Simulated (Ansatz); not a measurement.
**BPH₄ + HBr: a complex and its separated parts**

Aim: how far the complex at one end of a reaction step lies below its separated, relaxed parts, level by level.

Computed with Ansatz 0.2.0, Gaussian basis. Level: PBE0-D4/def2-TZVP structures, single points in def2-TZVPP, no counterpoise correction.

Levels: SPW92, PBE-D4, BLYP-D4, r2SCAN-D4, B97M-V, PBE0-D4, B3LYP-D4, r2SCAN0-D4, BHLYP-D4, CAM-B3LYP-D4, wB97X-V, wB97M-V, B2PLYP, PBE-QIDH, RPA on PBE, Hartree-Fock, MP2, CCSD, CCSD(T).

Cores are frozen in the correlated methods. Filled d shells of the heavier atoms are correlated. B3LYP uses VWN-RPA correlation. B2PLYP carries no dispersion term here.

**1. The system as given**

The complex: 8 atoms, charge 0, spin multiplicity 1.

Atoms are counted from 1 here; the program's logs count them from 0.

Bond lengths: B1–H3 1.191 Å, B1–H4 1.191 Å, B1–P6 1.853 Å, Br2–H5 1.433 Å, P6–H7 1.409 Å, P6–H8 1.409 Å. Angles: H3–B1–H4 121.5°, H3–B1–P6 118.8°, H4–B1–P6 118.8°, B1–P6–H7 108.0°, B1–P6–H8 108.0°, H7–P6–H8 101.5°.

As a file:

```mol
BBrH5P
  3D, bonds by distance, orders not assigned

  8  6  0  0  0  0  0  0  0  0999 V2000
   -1.0901    0.0739   -0.3206 B   0  0
    1.9306   -1.0796   -1.6861 Br  0  0
   -1.5859   -1.0070   -0.3937 H   0  0
   -1.2244    0.8798   -1.1878 H   0  0
    1.2762   -0.4804   -0.5603 H   0  0
   -0.3515    0.6109    1.2913 P   0  0
    0.7122    1.4912    1.0119 H   0  0
    0.3329   -0.4888    1.8453 H   0  0
  1  3  8  0
  1  4  8  0
  1  6  8  0
  2  5  8  0
  6  7  8  0
  6  8  8  0
M  END
```

Its parts: BPH₄ holds atoms 1, 3, 4, 6, 7, 8; HBr holds atoms 2, 5. Each part counts its atoms afresh in its own runs.

**2. Relaxing BPH₄ alone**

relax-a/in.yaml

```yaml
crystal:
  periodic: [false, false, false]
  atoms:
    - {symbol: B, position_ang: [-1.090062, 0.073910, -0.320591]}
    - {symbol: H, position_ang: [-1.585884, -1.007040, -0.393687]}
    - {symbol: H, position_ang: [-1.224448, 0.879796, -1.187840]}
    - {symbol: P, position_ang: [-0.351532, 0.610869, 1.291330]}
    - {symbol: H, position_ang: [0.712231, 1.491202, 1.011932]}
    - {symbol: H, position_ang: [0.332909, -0.488818, 1.845289]}
basis:
  gaussian: {orbitals: def2-TZVP}
hamiltonian: {xc: pbe0, dispersion: d4}
relax: {f_tol: 0.005, max_steps: 200}
```

No record of the launch command was kept for these runs.

After this run come: Relaxing HBr alone; wB97M-V/def2-TZVPP; CCSD(T)/def2-TZVPP; Vibrations of BPH₄; Vibrations of HBr.

Before running it: what results should come out? Wanted: complex less parts, CCSD(T)/def2-TZVPP; with zero-point energy; largest T1 diagnostic.

**Answer**, as computed:

```
                              quantity        value
complex less parts, CCSD(T)/def2-TZVPP  -4.6 kJ/mol
                with zero-point energy  -1.2 kJ/mol
                 largest T1 diagnostic        0.018
```

At CCSD(T) the complex lies 4.6 kJ/mol below its parts. The functionals run from wB97X-V, off by 0.0 kJ/mol, to SPW92, off by -17.0 kJ/mol, against CCSD(T). By rung, the mean size of the error is: LDA 17.0, GGA 6.7, meta-GGA 3.5, hybrid 3.1, range-separated hybrid 0.7, double hybrid 1.7 kJ/mol. PBE-D4 gives a relative energy 8.5 kJ/mol too low, an error of 186 % of the reference. No counterpoise was applied, and triple zeta lacks some correlation, so the CCSD(T) reference has a basis error of its own, and close matches with it are partly luck.
